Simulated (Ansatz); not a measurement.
**ZrC+ (quartet): wave-function methods side by side, def2-SVP**

Aim: climb from Hartree-Fock through coupled cluster for ZrC+ (quartet) at one geometry and basis, and see what each rung misses.

Method: def2-SVP, core rule «outside noble gas», up to 5 orbitals frozen; program: Ansatz 0.2.0, Gaussian basis.

The runs, in order: UHF; CCSD(T) on ROHF; CCSD(T) on UHF; CISD; CCSDT(Q) on ROHF; CCSDT(Q) on UHF; CCSDTQ on ROHF.

9 further runs of the same task are left out: 7 for a known fault of the program, 1 that didn't finish, 1 set aside as unsound or not needed.

## Step 1: The geometry

The geometry is a PBE0/def2-TZVP stationary point (not a proven minimum) of the parent state, kept for this charge and spin. No spin-orbit coupling is included. Elements past krypton take def2 core potentials.

2 atoms, charge 1, spin multiplicity 4.

Atoms are counted from 1 here; the program's logs count them from 0.

Bond lengths: Zr1–C2 2.091 Å.

## Step 2: UHF

in.yaml

```yaml
crystal:
  periodic: [false, false, false]
  atoms:
    - {symbol: Zr, position_ang: [0.000000, 0.000000, 0.000000]}
    - {symbol: C, position_ang: [0.000000, 0.000000, 2.091000]}
basis:
  gaussian: {orbitals: def2-SVP}
total_charge: 1
magnetization: {spin_polarized: true, initial_magnetization: 3}
hamiltonian: {xc: hf}
output: {orbitals: {seedname: orbitals}}
```

Run with:

```sh
ansatz run in.yaml --threads 1 --pin off --events-out ev --progress --plain --max-ram 4096MiB --backend cpu
```

Further steps of the session: CCSD(T) on ROHF; CCSD(T) on UHF; CISD; CCSDT(Q) on ROHF; CCSDT(Q) on UHF; CCSDTQ on ROHF.

**Question.** What will the summary of the whole plan be? Wanted: RCCSDTQ below the RHF energy; RMP2 from RCCSDTQ; UMP2 from RCCSDTQ; RCCSD from RCCSDTQ; RCCSD(T) from RCCSDTQ; UCCSD(T) from RCCSDTQ; RCCSDT(Q) from RCCSDTQ; UCCSDT(Q) from RCCSDTQ; T1 diagnostic.

As calculated:

| quantity | value |
| --- | --- |
| RCCSDTQ below the RHF energy | -5.0108 eV |
| RMP2 from RCCSDTQ | +1194.7 meV |
| UMP2 from RCCSDTQ | +1398.2 meV |
| RCCSD from RCCSDTQ | +410.7 meV |
| RCCSD(T) from RCCSDTQ | +108.8 meV |
| UCCSD(T) from RCCSDTQ | +91.9 meV |
| RCCSDT(Q) from RCCSDTQ | +4.7 meV |
| UCCSDT(Q) from RCCSDTQ | -36.8 meV |
| levels within 1 kcal/mol (43 meV) | UCCSDT, RCCSDT(Q), UCCSDT(Q) |
| T1 diagnostic | 0.083 |

What this shows: RCCSD(T) lands +108.8 meV from the yardstick (2.2 % of the correlation energy). These misses are within one basis, not against nature; the frozen cores of restricted and unrestricted runs differ, which can shift their rows.
